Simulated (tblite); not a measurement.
Settings test, tblite on HgTe

Simulated with tblite 0.8.0. This is a test of settings. The cell began as a measured structure and was relaxed with r2SCAN in plane waves (Ansatz 0.2.0). All runs are without spin polarisation.

The symmetry is F-43m (No. 216, cubic); conventional cell a = 6.578 Å, 35.59 Å³ an atom. Hg has 4 Te at 2.85 Å; Te has 4 Hg at 2.85 Å.

The base run uses GFN2-xTB on a cluster of 64 atoms.

```python
import json
from ase import Atoms
from ase.build import make_supercell
from ase.units import Bohr, GPa, Hartree
from tblite.interface import Calculator

atoms = Atoms(['Hg', 'Te'],
              cell=[[0.0, 3.28919729, 3.28919729], [3.28919729, 0.0, 3.28919729], [3.28919729, 3.28919729, 0.0]],
              scaled_positions=[[0.0, 0.0, 0.0], [0.25, 0.25, 0.25]],
              pbc=True)
cluster = make_supercell(atoms, [[-2, 2, 2], [-2, -2, 2], [2, -2, 2]])
calc = Calculator('GFN2-xTB', cluster.numbers, cluster.positions / Bohr, lattice=cluster.cell[:] / Bohr, periodic=cluster.pbc)
calc.set('temperature', 0.02 / Hartree)
calc.set('max-iter', 150)
res = calc.singlepoint()
levels = res.get('orbital-energies') * Hartree
nv = round(res.get('orbital-occupations').sum() / 2)
cells = len(cluster) // len(atoms)
out = {'energy_per_cell': res.get('energy') * Hartree / cells, 'homo': levels[nv - 1], 'lumo': levels[nv],
       'stress': (-res.get('virial') * Hartree / cluster.get_volume() / GPa).tolist(), 'charges': res.get('charges')[:len(atoms)].tolist(), 'electrons': 2 * nv / cells}
json.dump(out, open('results.json', 'w'))
for key, value in out.items():
    print(key, value)
```

Command: `python run.py`. It took 3.2 s on 1 thread of Arm Neoverse V2, on a shared host, peak memory 0.12 GiB.

It converged with no gap at the points read and a pressure of 7.31 GPa (positive in compression). xTB was fitted to molecules, so gaps, charges and pressures of solids can be far off.

Each further run moved one setting: accuracy (scale of the thresholds); temperature (electronic temperature in eV); max-iter (limit on cycles); cluster (size of the cluster in conventional cells). Changes are from the base run, which isn't itself converged in every setting; energies of another Hamiltonian, functional, basis or charge aren't compared, and those at a high electronic temperature are mostly its entropy term.

```csv
setting,how it ended,gap change (eV),energy change (meV/atom),pressure change (GPa),time (s)
accuracy = 0.01,converged,0.00,0.0,0.00,3.4
temperature = 0.1,converged,0.00,-5.9,0.01,3.2
accuracy = 10.0,converged,0.00,0.0,0.00,2.9
max-iter = 5 (poor on purpose),not converged,–,–,–,3
cluster = 1x1x1 (poor on purpose),converged,0.00,642.4,11.41,0.83
```

accuracy = 0.01 changes nothing that matters here. accuracy = 10.0 changes nothing that matters here. With max-iter = 5 the cycle ended unconverged.

The end of the log, shortened, for max-iter = 5:

```
------------------------------------------------------------
  cycle        total energy    energy error   density error
------------------------------------------------------------
      1     -125.1437299908  -1.2537529E+02   2.4738674E-01
      2     -125.3771623727  -2.3343238E-01   1.1170579E-01
      3     -124.4496040137   9.2755836E-01   1.1287008E-01
      4     -126.4177026922  -1.9680987E+00   1.1375641E-02
      5     -126.4206972664  -2.9945742E-03   4.8958128E-03
------------------------------------------------------------
 total:                                   2.499 sec
tblite.exceptions.TBLiteRuntimeError: SCF not converged in 5 cycles
```

Spin-orbit coupling is left out; in compounds of Pb, Bi, Tl or Hg it can lower a gap by up to about 1 eV, split its edges or invert the bands.
